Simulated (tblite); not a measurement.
# C5H10BNO3: the cost of one run

The runs use tblite 0.8.0 and PySCF 2.14.0, with density-fitted response routines of our own; the level of theory stands in each step. All values are computed, except where a source is named. Atoms count from 0, in the outputs and in this text.

## (1) The molecule as given

20 atoms, charge 0, multiplicity 1; geometry from: force field or distance geometry start.

Bonds of the start (Å): C0–C1 1.35, C1–C2 1.45, C2–O3 1.26, C2–N4 1.43, N4–C5 1.45, C5–C6 1.48, C6–B7 1.61, B7–O8 1.46, B7–O9 1.49, C0–H10 1.10, C0–H11 1.07, C1–H12 1.10, N4–H13 1.06, C5–H14 1.13, C5–H15 1.09, C6–H16 1.13, C6–H17 1.10, O8–H18 1.00, O9–H19 1.00.

## (2) Optimising the geometry with GFN2-xTB

The job: settings as JSON, then the geometry in Å.

```
{"job": {"kind": "relax", "xc": "GFN2-xTB", "basis": "xTB"}, "charge": 0, "multiplicity": 1}
C      3.513700    -1.144000     0.372400
C      2.642200    -0.114800     0.398700
C      1.474800    -0.087400    -0.468200
O      1.231700    -1.011100    -1.291200
N      0.542300     0.996500    -0.437400
C     -0.593700     0.969900    -1.332400
C     -1.513600    -0.180400    -1.160700
B     -2.149100    -0.245800     0.314200
O     -2.379200     1.047600     0.948300
O     -3.234600    -1.239100     0.551300
H      3.342400    -1.978800    -0.316400
H      4.368100    -1.183400     1.011700
H      2.783200     0.724200     1.096600
H      0.704600     1.807600     0.221000
H     -1.194700     1.907000    -1.112500
H     -0.318100     1.071300    -2.383700
H     -2.397400    -0.001200    -1.833600
H     -1.102800    -1.180200    -1.382300
H     -1.891400     1.139800     1.816000
H     -3.833500    -1.287000    -0.244100
```

On the command line:

```
> OMP_NUM_THREADS=1 python probes_run.py task.json out
```

This one command runs all jobs of the session in turn.

**Question.** How long does this first job take on 1 thread of Arm Neoverse N1, shared host, and how much memory does it need?

About 2 s, with a peak of 0.18 GiB.
